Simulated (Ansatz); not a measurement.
# Cu3B5Pt9: the cost of one run

Method: DFT, PBE, plane-wave PAW, default files, scalar-relativistic, as far as a step names no other, in Ansatz 0.2.0.

1 further run of the same task is left out (it didn't finish).

## 1. Starting point

Symmetry: P-62m, No. 189, hexagonal system. Conventional cell: a = 9.046 Å, b = 9.046 Å, c = 2.960 Å, α = 90.00°, β = 90.00°, γ = 120.00°. Around Cu (site symmetry m2m) lie 9 Pt at 2.54 to 2.81 Å and 2 B at 2.64 Å. B (site symmetry m2m) has 6 Pt at 2.21 to 2.22 Å as nearest neighbours. B (site symmetry -6) is surrounded by 6 Pt at 2.21 Å and 3 Cu at 2.64 Å. Pt (site symmetry m) is surrounded by 3 B at 2.21 Å. Pt (site symmetry m2m) is surrounded by 4 B at 2.22 Å and 1 Cu at 2.54 Å.

As a file:

```cif
data_structure
_symmetry_space_group_name_H-M 'P-62m'
_symmetry_Int_Tables_number 189
_cell_length_a 9.0462
_cell_length_b 9.0462
_cell_length_c 2.9604
_cell_angle_alpha 90.000
_cell_angle_beta 90.000
_cell_angle_gamma 120.000
_cell_volume 209.80
loop_
_atom_site_label
_atom_site_type_symbol
_atom_site_symmetry_multiplicity
_atom_site_Wyckoff_symbol
_atom_site_fract_x
_atom_site_fract_y
_atom_site_fract_z
_atom_site_occupancy
Cu1 Cu 3 f 0.45779 0.00000 0.00000 1
B1 B 3 g 0.81128 0.00000 0.50000 1
B2 B 2 c 0.66667 0.33333 0.00000 1
Pt1 Pt 6 k 0.80391 0.53822 0.50000 1
Pt2 Pt 3 f 0.17700 0.00000 0.00000 1
```

## 2. Gradients at the starting positions

input.yaml reads:

```yaml
crystal:
  lattice:
    - [9.0462058367, 0.0, 0.0]
    - [-4.5231029184, 7.8342440625, 0.0]
    - [0.0, 0.0, 2.96035153]
  atoms:
    - { symbol: Cu, position: [0.4577938, 0.0, 0.0] }
    - { symbol: Cu, position: [0.0, 0.4577938, 0.0] }
    - { symbol: Cu, position: [0.5422062, 0.5422062, 0.0] }
    - { symbol: B, position: [0.81128459, 0.0, 0.5] }
    - { symbol: B, position: [0.0, 0.81128459, 0.5] }
    - { symbol: B, position: [0.18871541, 0.18871541, 0.5] }
    - { symbol: B, position: [0.6666666667, 0.3333333333, 0.0] }
    - { symbol: B, position: [0.3333333333, 0.6666666667, 0.0] }
    - { symbol: Pt, position: [0.80390792, 0.53821696, 0.5] }
    - { symbol: Pt, position: [0.46178304, 0.26569096, 0.5] }
    - { symbol: Pt, position: [0.73430904, 0.19609208, 0.5] }
    - { symbol: Pt, position: [0.26569096, 0.46178304, 0.5] }
    - { symbol: Pt, position: [0.19609208, 0.73430904, 0.5] }
    - { symbol: Pt, position: [0.53821696, 0.80390792, 0.5] }
    - { symbol: Pt, position: [0.17699945, 0.0, 0.0] }
    - { symbol: Pt, position: [0.0, 0.17699945, 0.0] }
    - { symbol: Pt, position: [0.82300055, 0.82300055, 0.0] }
kpoints:
  mp_grid: { grid: [4, 4, 10] }
scf:
  occupations: { method: fermi_dirac, width: 0.05 }
hamiltonian:
  xc: pbe
  pseudopotentials: { kind: paw }
output:
  forces: true
  stress: true
  populations: true
  efg:
    quadrupole_moments_barn: { Cu: -0.22, B: 0.04059 }
    contact_densities: true
```

The run is started by

```bash
> ansatz run input.yaml --threads 1 --pin off --max-ram 2560MiB --backend cpu --events-out ev --progress --plain --runs-dir out
```

What time and memory should one allow on 1 thread of Arm Neoverse V1, shared host?

About 2.2 min, with a peak of 0.81 GiB.
